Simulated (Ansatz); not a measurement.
# CH5FSn: how energies converge with the basis set

Aim: see how fast density functionals converge with the basis set for CH5FSn.

Program: Ansatz 0.2.0, Gaussian basis. Level of theory: one geometry, several basis sets. These are calculated values, not measurements.

Plan: PBE0-D4/def2-SVP; ωB97M-V/def2-SVP; PBE0-D4/def2-QZVPP; ωB97M-V/def2-QZVPP; the functionals' def2-TZVPP values are taken from earlier runs.

### Step 1. The relaxed structure

All runs share one geometry, relaxed beforehand with PBE0-D4 in a triple-zeta def2 set. Sn takes the def2 core potential; no spin-orbit term is included.

SMILES `[CH3][SnH2][F]`, 8 atoms, charge 0, spin multiplicity 1.

Atoms are counted from 1 here; the program's logs count them from 0.

Bond lengths: C1–Sn2 2.124 Å, C1–H4 1.090 Å, C1–H5 1.090 Å, C1–H6 1.091 Å, Sn2–F3 1.932 Å, Sn2–H7 1.706 Å, Sn2–H8 1.706 Å. Angles: Sn2–C1–H4 109.4°, Sn2–C1–H5 109.3°, Sn2–C1–H6 110.4°, H4–C1–H5 109.3°, H4–C1–H6 109.2°, H5–C1–H6 109.2°, C1–Sn2–F3 104.3°, C1–Sn2–H7 114.7°, C1–Sn2–H8 114.7°, F3–Sn2–H7 104.3°, F3–Sn2–H8 104.3°, H7–Sn2–H8 112.9°.

### Step 2. PBE0-D4 in def2-SVP

The input, in.yaml:

```yaml
crystal:
  periodic: [false, false, false]
  atoms:
    - {symbol: C, position_ang: [-0.890223, 0.708220, -0.186664]}
    - {symbol: Sn, position_ang: [0.793652, -0.509108, 0.253629]}
    - {symbol: F, position_ang: [0.721943, -1.917886, -1.065858]}
    - {symbol: H, position_ang: [-0.791718, 1.111832, -1.193937]}
    - {symbol: H, position_ang: [-1.795802, 0.105146, -0.127052]}
    - {symbol: H, position_ang: [-0.959778, 1.531717, 0.525110]}
    - {symbol: H, position_ang: [0.710247, -1.326501, 1.748811]}
    - {symbol: H, position_ang: [2.303879, 0.239481, -0.009840]}
basis:
  gaussian: {orbitals: def2-SVP}
hamiltonian: {xc: pbe0, dispersion: d4}
output: {orbitals: {seedname: orbitals}}
```

Further steps of the session: ωB97M-V in def2-SVP; PBE0-D4 in def2-QZVPP; ωB97M-V in def2-QZVPP.

Q: Predict the results of all the runs planned. Wanted: PBE0-D4: double and triple zeta above quadruple; ωB97M-V: double and triple zeta above quadruple.

**Answer**, as computed:

```
                                       quantity          value
PBE0-D4: double and triple zeta above quadruple  5.43, 0.30 eV
ωB97M-V: double and triple zeta above quadruple  5.63, 0.30 eV
```

What this shows: PBE0-D4 gains 5.13 eV from double to triple zeta, then 0.30 eV more. These are total energies; as a rule much of such shifts cancels in differences, which this series doesn't test. The LUMO of ωB97M-V is positive and keeps falling with the basis (1.71 to 0.79 eV): an unbound level that the basis holds in place.
